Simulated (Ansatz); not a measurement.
# B2F4H2S2: basis-set convergence

How large a basis does B2F4H2S2 need? Two functionals are run in growing sets.

Computed with Ansatz 0.2.0, Gaussian basis. Level: one geometry, several basis sets.

The runs, in order: PBE0-D4/def2-SVP; ωB97M-V/def2-SVP; PBE0-D4/def2-QZVPP; ωB97M-V/def2-QZVPP; the functionals' def2-TZVPP values are taken from earlier runs.

### Step 1. Structure used throughout

An earlier PBE0-D4 in a triple-zeta def2 set relaxation fixed the geometry.

SMILES `F[B-]1(F)[SH+][B-](F)(F)[SH+]1`, 10 atoms, charge 0, spin multiplicity 1.

Atoms are counted from 1 here; the program's logs count them from 0.

Bond lengths: F1–B2 1.344 Å, B2–F3 1.344 Å, B2–S4 2.024 Å, B2–S8 2.024 Å, S4–B5 2.024 Å, S4–H9 1.344 Å, B5–F6 1.344 Å, B5–F7 1.344 Å, B5–S8 2.024 Å, S8–H10 1.344 Å. Angles: F1–B2–F3 117.8°, F1–B2–S4 110.2°, F1–B2–S8 110.0°, F3–B2–S4 110.0°, F3–B2–S8 110.2°, S4–B2–S8 96.6°, B2–S4–B5 83.4°, B2–S4–H9 95.1°, B5–S4–H9 95.1°, S4–B5–F6 110.2°, S4–B5–F7 110.0°, S4–B5–S8 96.6°, F6–B5–F7 117.8°, F6–B5–S8 110.0°, F7–B5–S8 110.2°, B2–S8–B5 83.4°, B2–S8–H10 95.1°, B5–S8–H10 95.1°.

### Step 2. PBE0-D4 in def2-SVP

in.yaml

```yaml
crystal:
  periodic: [false, false, false]
  atoms:
    - {symbol: F, position_ang: [1.057015, -1.132638, 1.765712]}
    - {symbol: B, position_ang: [0.468051, -1.140884, 0.557798]}
    - {symbol: F, position_ang: [0.353480, -2.320191, -0.076320]}
    - {symbol: S, position_ang: [-1.336315, -0.229250, 0.653173]}
    - {symbol: B, position_ang: [-0.452006, 1.130385, -0.557307]}
    - {symbol: F, position_ang: [-0.337806, 2.310588, 0.075222]}
    - {symbol: F, position_ang: [-1.040283, 1.120463, -1.765545]}
    - {symbol: S, position_ang: [1.352782, 0.219673, -0.651181]}
    - {symbol: H, position_ang: [-1.073217, 0.435850, 1.790779]}
    - {symbol: H, position_ang: [1.091200, -0.445094, -1.789332]}
basis:
  gaussian: {orbitals: def2-SVP}
hamiltonian: {xc: pbe0, dispersion: d4}
output: {orbitals: {seedname: orbitals}}
```

Started as:

```sh
ansatz run in.yaml --threads 4 --pin off --events-out ev --progress --plain --max-ram 11315MiB
```

The runs that follow: ωB97M-V in def2-SVP; PBE0-D4 in def2-QZVPP; ωB97M-V in def2-QZVPP.

Q: Predict the results of all the runs planned. Wanted: PBE0-D4: double and triple zeta above quadruple; ωB97M-V: double and triple zeta above quadruple.

As calculated:

| quantity | value |
| --- | --- |
| PBE0-D4: double and triple zeta above quadruple | 23.38, 1.27 eV |
| ωB97M-V: double and triple zeta above quadruple | 23.44, 1.18 eV |

For PBE0-D4 the step from double to triple zeta gains 22.11 eV and the next only 1.27 eV. These are total energies; as a rule much of such shifts cancels in differences, which this series doesn't test. The LUMO of ωB97M-V is positive and keeps falling with the basis (1.97 to 1.10 eV): an unbound level that the basis holds in place.
